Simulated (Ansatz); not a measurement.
# MnS: the cost of one run

Method: DFT PBE+U (U_eff = 1 eV on Mn d, around-mean-field double counting), plane waves, PAW, in Ansatz 0.2.0.

### Step 1. The system as given

Symmetry: Fm-3m, No. 225, cubic system. Conventional cell: a = 5.224 Å, b = 5.224 Å, c = 5.224 Å, α = 90.00°, β = 90.00°, γ = 90.00°. Around Mn (site symmetry m-3m) lie 6 S at 2.61 Å. Around S (site symmetry m-3m) lie 6 Mn at 2.61 Å.

Coordinates:

```cif
data_structure
_symmetry_space_group_name_H-M 'Fm-3m'
_symmetry_Int_Tables_number 225
_cell_length_a 5.2245
_cell_length_b 5.2245
_cell_length_c 5.2245
_cell_angle_alpha 90.000
_cell_angle_beta 90.000
_cell_angle_gamma 90.000
_cell_volume 142.60
loop_
_atom_site_label
_atom_site_type_symbol
_atom_site_symmetry_multiplicity
_atom_site_Wyckoff_symbol
_atom_site_fract_x
_atom_site_fract_y
_atom_site_fract_z
_atom_site_occupancy
Mn1 Mn 4 a 0.00000 0.00000 0.00000 1
S1 S 4 b 0.00000 0.00000 0.50000 1
```

An earlier series on this cell reached its lowest free state from «ferrimagnetic site moments held at first, then free», perhaps among other starts.

### Step 2. Total moment locked, 7.50 μB per cell

input.yaml

```yaml
crystal:
  lattice:
    - [0.0, 2.61224989, 2.61224989]
    - [5.22449978, 2.61224989, 2.61224989]
    - [5.22449978, 5.22449978, 0.0]
  atoms:
    - { symbol: Mn, position: [0.0, 0.0, 0.0], spin: 3.75 }
    - { symbol: S, position: [0.5, 0.5, 0.0] }
    - { symbol: Mn, position: [0.0, 0.0, 0.5], spin: 3.75 }
    - { symbol: S, position: [0.5, 0.5, 0.5] }
basis:
  ecutwfc: 420
  ecutrho_ratio: 4
kpoints:
  mp_grid: { grid: [6, 6, 6] }
hamiltonian:
  xc: pbe
  hubbard:
    sites:
      - { site: 0, l: d, u_eff: 1.0, starting_ns: [{ spin: up, occupation_matrix: s0up }, { spin: down, occupation_matrix: s0down }] }
      - { site: 2, l: d, u_eff: 1.0, starting_ns: [{ spin: up, occupation_matrix: s2up }, { spin: down, occupation_matrix: s2down }] }
    double_counting: amf
    occupation_matrices:
      s0up:
        matrix:
          - [0.97, 0.0, 0.0, 0.0, 0.0]
          - [0.0, 0.97, 0.0, 0.0, 0.0]
          - [0.0, 0.0, 0.97, 0.0, 0.0]
          - [0.0, 0.0, 0.0, 0.97, 0.0]
          - [0.0, 0.0, 0.0, 0.0, 0.97]
      s0down:
        matrix:
          - [0.02, 0.0, 0.0, 0.0, 0.0]
          - [0.0, 0.02, 0.0, 0.0, 0.0]
          - [0.0, 0.0, 0.02, 0.0, 0.0]
          - [0.0, 0.0, 0.0, 0.02, 0.0]
          - [0.0, 0.0, 0.0, 0.0, 0.02]
      s2up:
        matrix:
          - [0.97, 0.0, 0.0, 0.0, 0.0]
          - [0.0, 0.97, 0.0, 0.0, 0.0]
          - [0.0, 0.0, 0.97, 0.0, 0.0]
          - [0.0, 0.0, 0.0, 0.97, 0.0]
          - [0.0, 0.0, 0.0, 0.0, 0.97]
      s2down:
        matrix:
          - [0.02, 0.0, 0.0, 0.0, 0.0]
          - [0.0, 0.02, 0.0, 0.0, 0.0]
          - [0.0, 0.0, 0.02, 0.0, 0.0]
          - [0.0, 0.0, 0.0, 0.02, 0.0]
          - [0.0, 0.0, 0.0, 0.0, 0.02]
    ns_hold: { iters: 8 }
scf:
  occupations: { method: gaussian, width: 0.05 }
  lower_state_search: "off"
  max_iter: 150
output:
  forces: true
  stress: true
  eigenvalues: true
  populations: true
  hubbard: { sites: [{ site: 0, l: d }, { site: 2, l: d }] }
magnetization:
  spin_polarized: true
  initial_magnetization: 7.5
  spin_locking: { lock_magnetization: hard }
```

At this filling each channel is wholly full or empty, so no choice of orbitals remains. The typed matrices put 0.97 on the chosen orbitals and 0.02 on the others, and are held for 8 cycles. The lock stays on to the end, so the result is a constrained state.

On the command line:

```sh
$ ansatz run input.yaml --threads 2 --pin off --max-ram 3072MiB --backend cpu --events-out ev --progress --plain --runs-dir out
```

What time and memory should one allow on 2 threads of Intel Xeon 6975P-C (Granite Rapids), shared host?

About 5.1 s, with a peak of 0.6 GiB.
